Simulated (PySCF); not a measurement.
# ZnH at other levels of theory

Aim: see what other levels and later steps give for ZnH.

Method: method and basis as typed in the scripts; program: PySCF 2.14.0.

1 further run of the same task is left out (it didn't finish).

## (1) The system as given

ZnH: 2 atoms, charge 0, spin multiplicity 2.

Bond lengths: Zn1–H2 1.510 Å.

## (2) The run that the others are compared with

input.py

```python
from pyscf import gto, scf, mcscf

mol = gto.M(
    atom='Zn 0 0 0; H 0 0 1.51',
    basis='def2-svpd',
    charge=0,
    spin=1,
    verbose=4,
)
mf = scf.ROHF(mol)
mf.kernel()
mc = mcscf.CASCI(mf, 4, 5)
mc.kernel()
mc.analyze()
mf.dip_moment()
print('orbital energies (hartree):', mf.mo_energy[..., max(0, mol.nelec[1]-3):mol.nelec[0]+3].round(4))
```

Launch:

```sh
python input.py
```

## (3) Lc_wpbe (ROKS)

Edit 1 changes functional: none (Hartree–Fock) → lc_wpbe; SCF type: ROHF → ROKS; step after the SCF: casci → analyze.

input.py

```python
from pyscf import gto, dft

mol = gto.M(
    atom='Zn 0 0 0; H 0 0 1.51',
    basis='def2-svpd',
    charge=0,
    spin=1,
    verbose=4,
)
mf = dft.ROKS(mol, xc='lc_wpbe')
mf.kernel()
mf.analyze()
print('orbital energies (hartree):', mf.mo_energy[..., max(0, mol.nelec[1]-3):mol.nelec[0]+3].round(4))
```

## (4) MP2 (UHF)

Edit 2 changes step after the SCF: casci → mp2; SCF type: ROHF → UHF; frozen orbitals: none → 5.

input.py

```python
from pyscf import gto, scf, mp

mol = gto.M(
    atom='Zn 0 0 0; H 0 0 1.51',
    basis='def2-svpd',
    charge=0,
    spin=1,
    verbose=4,
)
mf = scf.UHF(mol)
mf.kernel()
mp.MP2(mf, frozen=5).kernel()
mf.dip_moment()
print('orbital energies (hartree):', [e[max(0, n-3):n+3].round(4) for e, n in zip(mf.mo_energy, mol.nelec)])
```

## (5) Population analysis

Edit 3 changes step after the SCF: casci → analyze.

input.py

```python
from pyscf import gto, scf

mol = gto.M(
    atom='Zn 0 0 0; H 0 0 1.51',
    basis='def2-svpd',
    charge=0,
    spin=1,
    verbose=4,
)
mf = scf.ROHF(mol)
mf.kernel()
mf.analyze()
print('orbital energies (hartree):', mf.mo_energy[..., max(0, mol.nelec[1]-3):mol.nelec[0]+3].round(4))
```

## (6) B3lyp5 (ROKS)

Edit 4 changes functional: none (Hartree–Fock) → b3lyp5; SCF type: ROHF → ROKS; step after the SCF: casci → analyze.

input.py

```python
from pyscf import gto, dft

mol = gto.M(
    atom='Zn 0 0 0; H 0 0 1.51',
    basis='def2-svpd',
    charge=0,
    spin=1,
    verbose=4,
)
mf = dft.ROKS(mol, xc='b3lyp5')
mf.kernel()
mf.analyze()
print('orbital energies (hartree):', mf.mo_energy[..., max(0, mol.nelec[1]-3):mol.nelec[0]+3].round(4))
```

## (7) Active space 7 electrons in 4 orbitals

Edit 5 changes active space: 5 electrons in 4 orbitals → 7 electrons in 4 orbitals.

input.py: that of step 2 with these lines changed.

```diff
@@ -11,3 +11,3 @@
 mf.kernel()
-mc = mcscf.CASCI(mf, 4, 5)
+mc = mcscf.CASCI(mf, 4, 7)
 mc.kernel()
```

Before running it: what results should come out? Wanted: for each run, E(SCF); from base; gap, α spin; SCF dipole; after the SCF.

The runs gave:

| run | E(SCF) (hartree) | from base (eV) | cycles | gap, α spin (eV) | SCF dipole (D) | after the SCF |
| --- | --- | --- | --- | --- | --- | --- |
| base | -1778.090388 | 0 | 10 | n/a | 0.62 | CASCI correlation -0.018 eV |
| lc_wpbe (ROKS) | -1779.436951 | not comparable | 9 | n/a | 0.56 | n/a |
| MP2 (UHF) | -1778.092132 | -0.0475 | 11 | 8.49 | 0.58 | MP2 correlation -10.009 eV, core frozen |
| population analysis | -1778.090388 | 0.0000 | 10 | n/a | 0.62 | n/a |
| b3lyp5 (ROKS) | -1779.606209 | not comparable | 9 | n/a | 0.44 | n/a |
| active space 7 electrons in 4 orbitals | -1778.090388 | 0.0000 | 10 | n/a | 0.62 | n/a |

**Reading.** A lower total energy from another functional means nothing by itself.
